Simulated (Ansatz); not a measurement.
The system is CsLiCr2Te2S3.

```
Cs Li Cr Te S
1.0
     6.10792   -0.01886    0.00581
    -2.28822    5.93151    0.00333
    -1.38462   -2.19395    7.56260
Cs Li Cr Te S
1 1 2 2 3
Direct
  0.06348 0.10178 0.99394
  0.57026 0.58143 0.57403
  0.07801 0.50138 0.57990
  0.43162 0.02972 0.53722
  0.54458 0.76732 0.28198
  0.01143 0.65932 0.29902
  0.77800 0.37133 0.70773
  0.39402 0.82508 0.74875
  0.19605 0.23009 0.48646
```

The cell was built by a generator and needn't be a form met in nature.

```yaml
Program: Ansatz 0.2.0
Task: relaxation of cell and atoms
Functional: BLYP
Potentials_or_basis: Ansatz PAW
Cutoff: "420 eV (not typed: the program's choice for these potentials)"
k_mesh: 4 × 4 × 3
Occupations: fermi-dirac, width 0.05 eV
Spin: collinear spin, ferromagnetic start
Starting_moments: "[0.0, 0.0, 3.0, 3.0, 0.0, 0.0, 0.0, 0.0, 0.0] μB"
```

At the start: volume 30.42 Å³/atom.

How do energy, volume and symmetry change on relaxing?

It ends after 11 steps and the volume is 33.81 Å³/atom (+11.2 %); space group P1 (No. 1, to 0.05 Å); moment 5.50 μB per cell.

The path:
```
step  energy change (eV)  largest force (eV/Å)  volume (Å³)
   1              0.0000                0.2626       273.78
   2             -0.1133                0.2075       288.93
   3             -0.1336                0.0793       296.30
   4             -0.1388                0.0471       300.78
   5             -0.1397                0.0177       302.08
   6             -0.1400                0.0165       302.47
   7             -0.1402                0.0106       302.58
   8             -0.1402                0.0039       302.68
   9             -0.1467                0.0041       302.68
  10             -0.1468                0.0074       304.32
  11             -0.1470                0.0074       304.32
```

Final structure:
```xyz
9
Lattice="6.3376 0.0501 0.0494 -2.3069 6.0485 -0.0201 -1.4081 -2.2720 7.9048" Properties=species:S:1:pos:R:3 pbc="T T T"
Cs   -1.3568   -1.6625    7.8699
Li    1.4346    2.2178    4.5622
Cr   -1.4439    1.7267    4.5772
Cr    1.9310   -1.0075    4.2505
Te    1.3001    3.9632    2.3284
Te   -1.8247    3.3224    2.4462
S     3.1117    0.6991    5.4795
S    -0.5008    3.3333    5.8452
S     0.0709    0.3281    3.8870
```

Caveat: the plane-wave basis is chosen anew once the cell has moved, so the energies of steps on either side of that aren't comparable; only a ferromagnetic start was run, and an antiferromagnetic order may lie lower in energy; the PAW data sets come from PBE, with cores solved anew for the run's functional, which leaves a small shift of forces and pressure.
